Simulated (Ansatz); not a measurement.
# H6InNSi: how energies converge with the basis set

An exercise on one series of results from a longer session: the logs are not shown, and one member is left open.

Computed with Ansatz 0.2.0, Gaussian basis. Level: one geometry, several basis sets.

Plan: PBE0-D4/def2-SVP; ωB97M-V/def2-SVP; PBE0-D4/def2-QZVPP; ωB97M-V/def2-QZVPP; the functionals' def2-TZVPP values are taken from earlier runs.

## Structure used throughout

An earlier PBE0-D4 in a triple-zeta def2 set relaxation fixed the geometry. In takes the def2 core potential; no spin-orbit term is included.

9 atoms, charge 0, spin multiplicity 1.

Atoms are counted from 1 here; the program's logs count them from 0.

Bond lengths: N1–Si2 1.729 Å, N1–H4 1.007 Å, N1–H5 1.008 Å, Si2–In3 2.572 Å, Si2–H6 1.491 Å, Si2–H7 1.501 Å, In3–H8 1.735 Å, In3–H9 1.730 Å. Angles: Si2–N1–H4 119.3°, Si2–N1–H5 120.1°, H4–N1–H5 110.7°, N1–Si2–In3 109.0°, N1–Si2–H6 107.5°, N1–Si2–H7 115.0°, In3–Si2–H6 111.6°, In3–Si2–H7 108.8°, H6–Si2–H7 104.9°, Si2–In3–H8 120.6°, Si2–In3–H9 122.7°, H8–In3–H9 116.6°.

Set-up of the first run:

Contents of in.yaml:

```yaml
crystal:
  periodic: [false, false, false]
  atoms:
    - {symbol: N, position_ang: [-0.891480, 0.591417, -1.336409]}
    - {symbol: Si, position_ang: [0.373812, 0.743957, -0.168727]}
    - {symbol: In, position_ang: [0.267241, -1.255400, 1.446121]}
    - {symbol: H, position_ang: [-1.095584, -0.314152, -1.726571]}
    - {symbol: H, position_ang: [-1.035728, 1.316033, -2.022472]}
    - {symbol: H, position_ang: [0.170042, 2.036509, 0.545229]}
    - {symbol: H, position_ang: [1.758854, 0.832119, -0.740674]}
    - {symbol: H, position_ang: [-0.551224, -2.716768, 0.991920]}
    - {symbol: H, position_ang: [1.004058, -1.233704, 3.011582]}
basis:
  gaussian: {orbitals: def2-SVP}
hamiltonian: {xc: pbe0, dispersion: d4}
output: {orbitals: {seedname: orbitals}}
```

Among the steps run: PBE0-D4 in def2-SVP; ωB97M-V in def2-SVP; PBE0-D4 in def2-QZVPP; ωB97M-V in def2-QZVPP.

One of the session's tables, all rows but one given; the rest of the session is left out.

It belongs to the step «Density functionals: the series». 

| functional | basis | HOMO (eV) | LUMO (eV) |
| --- | --- | --- | --- |
| PBE0-D4 | def2-SVP | -6.82 | -1.90 |
| PBE0-D4 | def2-TZVPP | -6.94 | -1.96 |
| PBE0-D4 | def2-QZVPP | -6.97 | -1.97 |
| ωB97M-V | def2-SVP | -8.88 | -0.30 |
| ωB97M-V | def2-TZVPP | -8.99 | -0.44 |
| ωB97M-V | def2-QZVPP | ? | ? |

Q: Estimate the row for ωB97M-V, def2-QZVPP from the others.

As computed: HOMO (eV): -9.02; LUMO (eV): -0.47. In the column «HOMO (eV)» it is the lowest.
